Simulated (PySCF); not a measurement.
# CeH10O5 (Ce(H2O)53+): the cost of one run

The runs use PySCF 2.14.0; several levels, as the steps say, no spin–orbit coupling.

4 further runs of the same task are left out: 2 for a known fault of the program, 1 that didn't finish, 1 set aside as unsound or not needed.

## (1) The system as given

16 atoms, charge 3, spin multiplicity 1.

Bond lengths: Ce1–O2 2.475 Å, Ce1–O5 2.475 Å, Ce1–O8 2.444 Å, Ce1–O11 2.457 Å, Ce1–O14 2.457 Å, O2–H3 0.987 Å, O2–H4 0.987 Å, O5–H6 0.987 Å, O5–H7 0.987 Å, O8–H9 0.989 Å, O8–H10 0.989 Å, O11–H12 0.989 Å, O11–H13 0.989 Å, O14–H15 0.989 Å, O14–H16 0.989 Å. Angles: O2–Ce1–O5 157.8°, O2–Ce1–O8 101.1°, O2–Ce1–O11 85.5°, O2–Ce1–O14 85.5°, O5–Ce1–O8 101.1°, O5–Ce1–O11 85.5°, O5–Ce1–O14 85.5°, O8–Ce1–O11 113.9°, O8–Ce1–O14 113.9°, O11–Ce1–O14 132.2°, Ce1–O2–H3 128.3°, Ce1–O2–H4 128.3°, H3–O2–H4 103.3°, Ce1–O5–H6 128.3°, Ce1–O5–H7 128.3°, H6–O5–H7 103.3°, Ce1–O8–H9 128.5°, Ce1–O8–H10 128.5° and more.

Coordinates:

```xyz
16
CeH10O5
Ce    0.10797    0.00000    0.00000
O    -0.36905    0.00001    2.42810
H    -0.47719    0.77439    3.03103
H    -0.47725   -0.77435    3.03103
O    -0.36905    0.00001   -2.42810
H    -0.47725   -0.77435   -3.03103
H    -0.47719    0.77439   -3.03103
O     2.55182   -0.00010    0.00000
H     3.16721   -0.77461    0.00000
H     3.16727    0.77436    0.00000
O    -0.88676    2.24661    0.00000
H    -0.43821    3.12803    0.00000
H    -1.84836    2.47851    0.00000
O    -0.88694   -2.24654    0.00000
H    -1.84856   -2.47837    0.00000
H    -0.43846   -3.12799    0.00000
```

Formal oxidation states: Ce +3. Each metal's 1 4f electrons lie in its core potential, so multiplicities, spins and levels count the valence alone. An earlier session relaxed this geometry at TPSS, Ce lcecp-1-SVP with ECP47, O def2-SVP, H def2-SVP (singlet, point group C2v).

At TPSS on the finer grid: E = -413.249409 Eh, HOMO -20.84 eV, LUMO -14.63 eV, Mulliken charge on Ce1 +1.59 e, largest force component 0.010 eV/Å. 

Levels to run: CAM-B3LYP; BP86; B3LYP; wB97X; TPSS, TZVP; PBE0, SVP. Hardware: 4 threads of Arm Neoverse V1, shared host.

## (2) CAM-B3LYP

The input, run.py (the lines that set the calculation):

```python
mol = gto.M(atom='''
Ce     0.10797     0.00000     0.00000
O     -0.36905     0.00001     2.42810
H     -0.47719     0.77439     3.03103
H     -0.47725    -0.77435     3.03103
O     -0.36905     0.00001    -2.42810
H     -0.47725    -0.77435    -3.03103
H     -0.47719     0.77439    -3.03103
O      2.55182    -0.00010     0.00000
H      3.16721    -0.77461     0.00000
H      3.16727     0.77436     0.00000
O     -0.88676     2.24661     0.00000
H     -0.43821     3.12803     0.00000
H     -1.84836     2.47851     0.00000
O     -0.88694    -2.24654     0.00000
H     -1.84856    -2.47837     0.00000
H     -0.43846    -3.12799     0.00000''',
    basis={'Ce': 'lcecp-1-SVP', 'O': 'def2-SVP', 'H': 'def2-SVP'},
    ecp={'Ce': 'lcecp-1-SVP'},
    charge=3, spin=0)
mf = dft.RKS(mol, xc='CAMB3LYP')
mf.grids.atom_grid = (75, 302)  # f atoms: unpruned, at least (60, 302)
mf = mf.density_fit()  # fitting sets: Ce AutoAux, O def2-universal-JKFIT, H def2-universal-JKFIT
mf.conv_tol = 1e-08; mf.max_cycle = 55
mf.kernel(dm0)  # dm0: the density of the relaxed state
```

Command:

```console
> OMP_NUM_THREADS=4 python run.py
```

**Question.** How long does this run take on 4 threads of Arm Neoverse V1, shared host?

About 33 s.
